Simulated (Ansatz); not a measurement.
**AlF2HSe: two geometries relaxed**

All numbers below are computed with Ansatz 0.2.0 (RHF/def2-SVP).

### 1 The starting structure

Bond lengths: F1–Al2 1.819 Å, Al2–F3 1.791 Å, Al2–Se4 2.345 Å, Se4–H5 1.493 Å. Angles: F1–Al2–F3 118.9°, F1–Al2–Se4 122.0°, F3–Al2–Se4 119.1°, Al2–Se4–H5 94.1°.

Coordinates:

```xyz
5

F     1.0495    0.1077    1.9434
Al    0.3182   -0.4614    0.3787
F     1.1112   -1.7983   -0.5109
Se   -1.5991    0.5352   -0.5317
H    -0.8300    1.5431   -1.3209
```

### 2 End point A

input.yaml

```yaml
crystal:
  periodic: [false, false, false]
  atoms:
    - { symbol: F, position_ang: [1.0495, 0.1077, 1.9434] }
    - { symbol: Al, position_ang: [0.3182, -0.4614, 0.3787] }
    - { symbol: F, position_ang: [1.1112, -1.7983, -0.5109] }
    - { symbol: Se, position_ang: [-1.5991, 0.5352, -0.5317] }
    - { symbol: H, position_ang: [-0.83, 1.5431, -1.3209] }
basis:
  gaussian: { orbitals: def2-SVP }
hamiltonian:
  xc: hf
relax:
  f_tol: 0.02
  max_steps: 50
```

The run is started by

```console
$ ansatz run input.yaml --threads 1 --pin off --max-ram 2048MiB --backend cpu --events-out ev --progress --plain --runs-dir out
```

**Question.** How long does this run take on 1 thread of an x86-64 CPU, shared host, and how much memory does it need?

About 10 s, with a peak of 0.18 GiB.
